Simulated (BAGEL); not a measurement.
# A workflow on singlet GeNH3Cl+

Aim: the energy (singlet GeNH3Cl+, HF/def2-SVP), then a single-point energy (doublet GeNH3Cl, NEVPT2(3,3)/def2-SVP), then the energy (doublet GeNH3Cl, CASPT2(3,3)/def2-SVP) of ClGeH3N. 

Program for the calculation: BAGEL 1.2.2.

## (1) Starting point

GeNH3Cl+ has 6 atoms, charge +1, and is taken as a singlet. SMILES of the parent species: `[NH2][GeH][Cl]`. One bond was lengthened or shortened from a relaxed shape. That shape belongs to the parent species and isn't relaxed for this state.

Bond lengths: N1–Ge2 1.836 Å, Ge2–Cl3 2.169 Å, N1–H4 1.011 Å, N1–H5 1.011 Å, Ge2–H6 1.326 Å. Angles: N1–Ge2–Cl3 104.1°, N1–Ge2–H6 106.5°, Cl3–Ge2–H6 107.8°, Ge2–N1–H4 115.7°, Ge2–N1–H5 115.6°, H4–N1–H5 109.9°.

## (2) The energy at HF/def2-SVP (density fitting with svp-jkfit) (run 1)

Contents of job.json:

```json
{ "bagel" : [

{
  "title" : "molecule",
  "basis" : "svp",
  "df_basis" : "svp-jkfit",
  "angstrom" : false,
  "geometry" : [
    { "atom" : "N", "xyz" : [ -0.56904000,  0.91826139, -1.35043041 ] },
    { "atom" : "Ge", "xyz" : [  0.41683012,  0.03216881,  1.85530098 ] },
    { "atom" : "Cl", "xyz" : [  2.62327434, -3.38048760,  1.31710698 ] },
    { "atom" : "H", "xyz" : [ -1.58609060,  2.53076469, -1.48856939 ] },
    { "atom" : "H", "xyz" : [ -1.40505484, -0.46539608, -2.36880382 ] },
    { "atom" : "H", "xyz" : [  1.97136229,  1.83133359,  2.64429377 ] }
  ]
},
{ "title" : "hf", "charge" : 1 },
{ "title" : "print", "file" : "orbitals.molden", "orbitals" : true }

]}
```

Run with:

```bash
$ BAGEL_NUM_THREADS=1 BAGEL job.json > job.out
```

Log:

```text
* using 1 threads per process

  ===============================================================
  ===============================================================

  *** Geometry ***

  { "atom" : "N", "xyz" : [     -0.569040,      0.918261,     -1.350430 ] },
  { "atom" : "Ge", "xyz" : [      0.416830,      0.032169,      1.855301 ] },
  { "atom" : "Cl", "xyz" : [      2.623274,     -3.380488,      1.317107 ] },
  { "atom" : "H", "xyz" : [     -1.586091,      2.530765,     -1.488569 ] },
  { "atom" : "H", "xyz" : [     -1.405055,     -0.465396,     -2.368804 ] },
  { "atom" : "H", "xyz" : [      1.971362,      1.831334,      2.644294 ] },

  Number of auxiliary basis functions:      525

  Since a DF basis is specified, we compute 2- and 3-index integrals:
    o Being stored without compression. Storage requirement is 0.026 GB

  Number of basis functions:       79
  Number of electrons      :       59

    * METHOD: MOLECULE                             0.27

  *** RHF ***

  === Nuclear Repulsion ===
   261.2746816656

      * DIIS with orbital gradients will be used.

  === RHF iteration (svp) ===
      0      -2590.14244112          0.01780421           0.08
      1      -2590.22753569          0.01546412           0.08
      2      -2590.31572551          0.00144668           0.08
      3      -2590.31755752          0.00058528           0.08
      4      -2590.31784310          0.00018098           0.08
      5      -2590.31789557          0.00008138           0.08
      6      -2590.31790520          0.00003886           0.08
      7      -2590.31790717          0.00000909           0.08
      8      -2590.31790733          0.00000321           0.08
      9      -2590.31790735          0.00000210           0.08
     10      -2590.31790736          0.00000072           0.08
     11      -2590.31790736          0.00000035           0.08
     12      -2590.31790736          0.00000012           0.08
     13      -2590.31790736          0.00000006           0.08
     14      -2590.31790736          0.00000002           0.08
     15      -2590.31790736          0.00000001           0.08
     16      -2590.31790736          0.00000001           0.08
    * SCF iteration converged.

    * Permanent dipole moment:
           (    1.538593,    -1.222873,    -0.311244) a.u.

    * METHOD: HF                                   1.55

    * METHOD: PRINT                                0.02

  ===============================================================
```

Run time: 2 s. Hardware: 1 thread of Arm Neoverse V1, shared host; peak memory 0.14 GiB.

## (3) Doublet neutral GeNH3Cl: a single-point energy at NEVPT2(3,3)/def2-SVP (density fitting with svp-jkfit) (run 2)

Contents of input.json:

```json
{ "bagel" : [

{
  "title" : "molecule",
  "basis" : "svp",
  "df_basis" : "svp-jkfit",
  "angstrom" : false,
  "geometry" : [
    { "atom" : "N", "xyz" : [    -0.56904000,     0.91826139,    -1.35043041 ] },
    { "atom" : "Ge", "xyz" : [     0.41683012,     0.03216881,     1.85530098 ] },
    { "atom" : "Cl", "xyz" : [     2.62327434,    -3.38048760,     1.31710698 ] },
    { "atom" : "H", "xyz" : [    -1.58609060,     2.53076469,    -1.48856939 ] },
    { "atom" : "H", "xyz" : [    -1.40505484,    -0.46539608,    -2.36880382 ] },
    { "atom" : "H", "xyz" : [     1.97136229,     1.83133359,     2.64429377 ] }
  ]
},

{ "title" : "hf", "charge" : 1 },

{
  "title" : "casscf",
  "nstate" : 1,
  "nact" : 3,
  "nclosed" : 28,
  "charge" : 0,
  "nspin" : 1,
  "active" : [23, 30, 34],
  "maxiter" : 200,
  "natocc" : true
},

{
  "title" : "nevpt2",
  "nstate" : 1,
  "nact" : 3,
  "nclosed" : 28,
  "charge" : 0,
  "nspin" : 1,
  "active" : [23, 30, 34],
  "maxiter" : 200,
  "natocc" : true,
  "ncore" : 15
},

{ "title" : "print", "file" : "orbitals.molden", "orbitals" : true }

]}
```

Run with:

```bash
$ BAGEL_NUM_THREADS=1 BAGEL input.json > input.out
```

Log:

```text
* using 1 threads per process

  ===============================================================
  ===============================================================

  *** Geometry ***

  { "atom" : "N", "xyz" : [     -0.569040,      0.918261,     -1.350430 ] },
  { "atom" : "Ge", "xyz" : [      0.416830,      0.032169,      1.855301 ] },
  { "atom" : "Cl", "xyz" : [      2.623274,     -3.380488,      1.317107 ] },
  { "atom" : "H", "xyz" : [     -1.586091,      2.530765,     -1.488569 ] },
  { "atom" : "H", "xyz" : [     -1.405055,     -0.465396,     -2.368804 ] },
  { "atom" : "H", "xyz" : [      1.971362,      1.831334,      2.644294 ] },

  Number of auxiliary basis functions:      525

  Since a DF basis is specified, we compute 2- and 3-index integrals:
    o Being stored without compression. Storage requirement is 0.026 GB

  Number of basis functions:       79
  Number of electrons      :       59

    * METHOD: MOLECULE                             0.27

  *** RHF ***

  === Nuclear Repulsion ===
   261.2746816656

      * DIIS with orbital gradients will be used.

  === RHF iteration (svp) ===
      0      -2590.14244112          0.01780421           0.08
      1      -2590.22753569          0.01546412           0.08
      2      -2590.31572551          0.00144668           0.08
[... 13 lines of this table left out ...]
     16      -2590.31790736          0.00000001           0.08
    * SCF iteration converged.

    * Permanent dipole moment:
           (    1.538593,    -1.222873,    -0.311244) a.u.

    * METHOD: HF                                   1.56

  ---------------------------
      CASSCF calculation
  ---------------------------

    ==== Active orbitals : =====
         Orbital 23
         Orbital 30
         Orbital 34
    ============================

    * nstate   :      1
    * nclosed  :     28
    * nact     :      3
    * nvirt    :     48
  === CASSCF iteration (svp) ===

    * Using the second-order algorithm

      0  0     -2590.58761664     1.11e-02      0.03

      1  0     -2590.61381382     7.25e-04      0.46
[... 21 lines of this table left out ...]
     12  0     -2590.62464354     5.25e-09      0.36

    * Second-order optimization converged. *

     guess   0:   closed 1..                  open .1.

  === FCI iteration ===

      0  0     -2590.61315086     4.68e-02      0.00
      1  0     -2590.62460068     1.94e-03      0.00
      2  0     -2590.62464274     3.38e-04      0.00
[... 4 lines of this table left out ...]
      7  0 *   -2590.62464354     9.33e-16      0.00

     * ci vector, state   0, <S^2> = 0.7500
       2a.    -0.9965845695
       .a2    -0.0689865985

    * METHOD: CASSCF                               5.48

    * freezing 15 orbitals

  === DF-NEVPT2 calculation ===

    * 3-index integral transformation done
    * assembly done

      NEVPT2 correlation energy:   -0.5029964970      0.15

          (+0)     -0.4318084773
          (+0)'    -0.0076300420
          (+1)     -0.0179340083
          (+1)'    -0.0001706727
          (+2)     -0.0002774954
          (-1)     -0.0304720242
          (-1)'    -0.0016435580
          (-2)     -0.0130602193

      NEVPT2 total energy:       -2591.1276400394

    * METHOD: NEVPT2                               0.30

    * METHOD: PRINT                                0.02

  ===============================================================
```

Run time: 7.8 s. Hardware: 1 thread of Arm Neoverse V1, shared host; peak memory 0.14 GiB.

## (4) Doublet neutral GeNH3Cl: a single-point energy at CASPT2(3,3)/def2-SVP (density fitting with svp-jkfit) (run 3)

Contents of job.json:

```json
{ "bagel": [

{
  "title": "molecule",
  "basis": "svp",
  "df_basis": "svp-jkfit",
  "geometry": [
    { "atom": "N", "xyz": [    -0.56904000,     0.91826139,    -1.35043041 ] },
    { "atom": "Ge", "xyz": [     0.41683012,     0.03216881,     1.85530098 ] },
    { "atom": "Cl", "xyz": [     2.62327434,    -3.38048760,     1.31710698 ] },
    { "atom": "H", "xyz": [    -1.58609060,     2.53076469,    -1.48856939 ] },
    { "atom": "H", "xyz": [    -1.40505484,    -0.46539608,    -2.36880382 ] },
    { "atom": "H", "xyz": [     1.97136229,     1.83133359,     2.64429377 ] }
  ]
},

{
  "title": "hf",
  "charge": 1
},

{
  "title": "casscf",
  "nstate": 1,
  "nact": 3,
  "nclosed": 28,
  "nspin": 1,
  "active": [23, 30, 34],
  "maxiter": 200,
  "natocc": "true"
},

{
  "title": "print",
  "file": "orbitals.molden",
  "orbitals": "true"
},

{
  "title": "smith",
  "method": "caspt2",
  "ms": "true",
  "xms": "true",
  "sssr": "true",
  "shift": 0.2,
  "shift_imag": "true",
  "ncore": 15
}

]}
```

Run with:

```bash
$ BAGEL_NUM_THREADS=1 BAGEL job.json > job.out
```

Log:

```text
* using 1 threads per process

  ===============================================================
  ===============================================================

  *** Geometry ***

  { "atom" : "N", "xyz" : [     -0.569040,      0.918261,     -1.350430 ] },
  { "atom" : "Ge", "xyz" : [      0.416830,      0.032169,      1.855301 ] },
  { "atom" : "Cl", "xyz" : [      2.623274,     -3.380488,      1.317107 ] },
  { "atom" : "H", "xyz" : [     -1.586091,      2.530765,     -1.488569 ] },
  { "atom" : "H", "xyz" : [     -1.405055,     -0.465396,     -2.368804 ] },
  { "atom" : "H", "xyz" : [      1.971362,      1.831334,      2.644294 ] },

  Number of auxiliary basis functions:      525

  Since a DF basis is specified, we compute 2- and 3-index integrals:
    o Being stored without compression. Storage requirement is 0.026 GB

  Number of basis functions:       79
  Number of electrons      :       59

    * METHOD: MOLECULE                             0.27

  *** RHF ***

  === Nuclear Repulsion ===
   261.2746816656

[... 8 lines left out ...]
    * SCF iteration converged.
[... 1 line left out ...]
    * Permanent dipole moment:
[... 28 lines left out ...]
    * Second-order optimization converged. *
[... 11 lines left out ...]
     * ci vector, state   0, <S^2> = 0.7500
[... 16 lines left out ...]
    * Zeroth order energy : state  0       -1.3264597186
[... 3 lines left out ...]
      -------------------------------------------  CASPT2 iteration  ---------------------------------------------------
       #      aibj      arbs      arbi      airj      risj      airs      arst      rist         Etot      error   time
      ------------------------------------------------------------------------------------------------------------------

       0  -0.43199  -0.01586  -0.03243  -0.02053  -0.00042  -0.00737  -0.00160  -0.00016   -0.5103433  0.0015142   0.08
       1  -0.43236  -0.01596  -0.03253  -0.02075  -0.00045  -0.00751  -0.00164  -0.00018   -0.5113679  0.0002656   0.07
       2  -0.43237  -0.01596  -0.03254  -0.02076  -0.00045  -0.00751  -0.00164  -0.00018   -0.5114037  0.0000622   0.07
       3  -0.43237  -0.01596  -0.03254  -0.02076  -0.00045  -0.00751  -0.00164  -0.00018   -0.5114052  0.0000139   0.07
       4  -0.43237  -0.01596  -0.03254  -0.02076  -0.00045  -0.00751  -0.00164  -0.00018   -0.5114053  0.0000030   0.07
       5  -0.43237  -0.01596  -0.03254  -0.02076  -0.00045  -0.00751  -0.00164  -0.00018   -0.5114053  0.0000006   0.08

      ------------------------------------------------------------------------------------------------------------------

    * CASPT2 energy : state  0    -2591.1383795746
        w/o shift correction      -2591.1360488778
        reference weight              0.8673590183

    * METHOD: SMITH                                0.69

  ===============================================================
```

Wall time 8.4 s (1 thread of Arm Neoverse V1, shared host); peak memory 0.18 GiB.

## (5) Outcome

| quantity | value |
| --- | --- |
| run 1, HF/def2-SVP: total energy | -2590.31791 Eh |
| run 1, HF/def2-SVP: HOMO energy | -17.55 eV |
| run 1, HF/def2-SVP: LUMO energy | -7.22 eV |
| run 1, HF/def2-SVP: HOMO–LUMO gap | 10.34 eV |
| doublet neutral GeNH3Cl, run 2: total energy | -2591.12764 Eh |
| doublet neutral GeNH3Cl, run 3: total energy | -2591.13838 Eh |
